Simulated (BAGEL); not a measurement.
# SiF3 (SMILES F[Si](F)F): ROHF/6-31G (density fitting with svp-jkfit)

What is the energy difference between two shapes of SiF3 at ROHF/6-31G (density fitting with svp-jkfit)? 

The calculation is run with BAGEL 1.2.2.

**1. The system as given**

SiF3 has 4 atoms, charge 0, and is taken as a doublet. As SMILES, `F[Si](F)F`. Geometry: relaxed at GFN2-xTB.

Bond lengths: F1–Si2 1.590 Å, Si2–F3 1.590 Å, Si2–F4 1.590 Å. Angles: F1–Si2–F3 104.5°, F1–Si2–F4 104.3°, F3–Si2–F4 104.5°.

**2. The energy at ROHF/6-31G (density fitting with svp-jkfit)**

Input file job.json:

```json
{ "bagel" : [

{
  "title" : "molecule",
  "basis" : "6-31g",
  "df_basis" : "svp-jkfit",
  "angstrom" : true,
  "geometry" : [
    { "atom" : "F", "xyz" : [       0.787890,      -0.508980,       1.119030 ] },
    { "atom" : "Si", "xyz" : [      -0.325240,       0.244050,       0.268860 ] },
    { "atom" : "F", "xyz" : [      -0.962750,      -0.889100,      -0.646850 ] },
    { "atom" : "F", "xyz" : [       0.500100,       1.154030,      -0.741040 ] }
  ]
},

{
  "title" : "rohf",
  "nopen" : 1
},

{
  "title" : "print",
  "file" : "orbitals.molden",
  "orbitals" : true
}

]}
```

Launch:

```sh
$ BAGEL_NUM_THREADS=1 BAGEL job.json > job.out
```

The program printed:

```text
* using 1 threads per process

  ===============================================================
  ===============================================================

  *** Geometry ***

  { "atom" : "F", "xyz" : [      1.488896,     -0.961833,      2.114660 ] },
  { "atom" : "Si", "xyz" : [     -0.614615,      0.461188,      0.508072 ] },
  { "atom" : "F", "xyz" : [     -1.819334,     -1.680155,     -1.222369 ] },
  { "atom" : "F", "xyz" : [      0.945052,      2.180801,     -1.400363 ] },

  Number of auxiliary basis functions:      359

  Since a DF basis is specified, we compute 2- and 3-index integrals:
    o Being stored without compression. Storage requirement is 0.005 GB

  Number of basis functions:       40
  Number of electrons      :       41

    * METHOD: MOLECULE                             0.08

  *** Open-shell HF ***

  === Nuclear Repulsion ===
   176.9335429272

      * DIIS with orbital gradients will be used.

  === ROHF iteration (6-31g) ===
      0       -586.93571706          0.08123459           0.03
      1       -587.11641767          0.05457768           0.03
      2       -587.18026887          0.03239344           0.03
      3       -587.21614010          0.00101982           0.03
      4       -587.21638256          0.00021748           0.04
      5       -587.21642697          0.00005117           0.03
      6       -587.21643572          0.00000987           0.03
      7       -587.21643615          0.00000385           0.03
      8       -587.21643621          0.00000149           0.04
      9       -587.21643623          0.00000043           0.04
     10       -587.21643623          0.00000011           0.04
     11       -587.21643623          0.00000004           0.04
     12       -587.21643623          0.00000001           0.04
     13       -587.21643623          0.00000000           0.04
    * SCF iteration converged.

    * S^2 (ROHF) is 0.7500

    * Permanent dipole moment:
           (    0.919879,    -0.688761,    -0.759527) a.u.

    * METHOD: ROHF                                 0.55

    * METHOD: PRINT                                0.00

  ===============================================================
```

Run time: 0.83 s. Hardware: 1 thread of Arm Neoverse V2, shared host; peak memory 0.14 GiB.

**3. The distorted shape at the same level**

Input file hf.json:

```json
{ "bagel" : [

{
  "title" : "molecule",
  "basis" : "6-31g",
  "df_basis" : "svp-jkfit",
  "angstrom" : "true",
  "geometry" : [
    { "atom" : "F", "xyz" : [       0.784810,      -0.504372,       1.101764 ] },
    { "atom" : "Si", "xyz" : [      -0.357085,       0.264777,       0.294404 ] },
    { "atom" : "F", "xyz" : [      -0.966318,      -0.826007,      -0.628049 ] },
    { "atom" : "F", "xyz" : [       0.486997,       1.146857,      -0.732368 ] }
  ]
},

{ "title" : "rohf", "nopen" : 1 },

{ "title" : "print", "file" : "orbitals.molden", "orbitals" : "true" }

]}
```

Launch:

```sh
$ BAGEL_NUM_THREADS=1 BAGEL hf.json > hf.out
```

The program printed:

```text
* using 1 threads per process

  ===============================================================
  ===============================================================

  *** Geometry ***

  { "atom" : "F", "xyz" : [      1.483076,     -0.953125,      2.082032 ] },
  { "atom" : "Si", "xyz" : [     -0.674793,      0.500356,      0.556343 ] },
  { "atom" : "F", "xyz" : [     -1.826076,     -1.560927,     -1.186841 ] },
  { "atom" : "F", "xyz" : [      0.920291,      2.167246,     -1.383975 ] },

  Number of auxiliary basis functions:      359

  Since a DF basis is specified, we compute 2- and 3-index integrals:
    o Being stored without compression. Storage requirement is 0.005 GB

  Number of basis functions:       40
  Number of electrons      :       41

    * METHOD: MOLECULE                             0.08

  *** Open-shell HF ***

  === Nuclear Repulsion ===
   178.4932488110

      * DIIS with orbital gradients will be used.

  === ROHF iteration (6-31g) ===
      0       -586.93211481          0.08088778           0.03
      1       -587.11287060          0.05401967           0.03
      2       -587.17563591          0.03187222           0.03
      3       -587.21035205          0.00096453           0.03
      4       -587.21055173          0.00024749           0.03
      5       -587.21059335          0.00010530           0.03
      6       -587.21059966          0.00002871           0.03
      7       -587.21060154          0.00000495           0.03
      8       -587.21060166          0.00000134           0.03
      9       -587.21060171          0.00000055           0.03
     10       -587.21060171          0.00000011           0.03
     11       -587.21060171          0.00000004           0.03
     12       -587.21060171          0.00000002           0.03
     13       -587.21060171          0.00000001           0.03
    * SCF iteration converged.

    * S^2 (ROHF) is 0.7500

    * Permanent dipole moment:
           (    1.031584,    -0.689750,    -0.826093) a.u.

    * METHOD: ROHF                                 0.51

    * METHOD: PRINT                                0.00

  ===============================================================
```

Run time: 0.79 s. Hardware: 1 thread of Arm Neoverse V2, shared host; peak memory 0.14 GiB.

**4. Summary of results**

Level: ROHF/6-31G (density fitting with svp-jkfit).

| quantity | value |
| --- | --- |
| first shape: total energy | -587.21644 Eh |
| first shape: dipole moment | 3.50 D |
| first shape: ⟨S²⟩ | 0.750 |
| distorted shape: total energy | -587.21060 Eh |
| distorted shape: dipole moment | 3.79 D |
| distorted shape: ⟨S²⟩ | 0.750 |
| energy change with the atoms displaced | 0.159 eV |

What this shows: With the atoms displaced the energy rises by 0.16 eV (15.3 kJ/mol). The first shape isn't relaxed at this level, so the change isn't measured from a minimum.
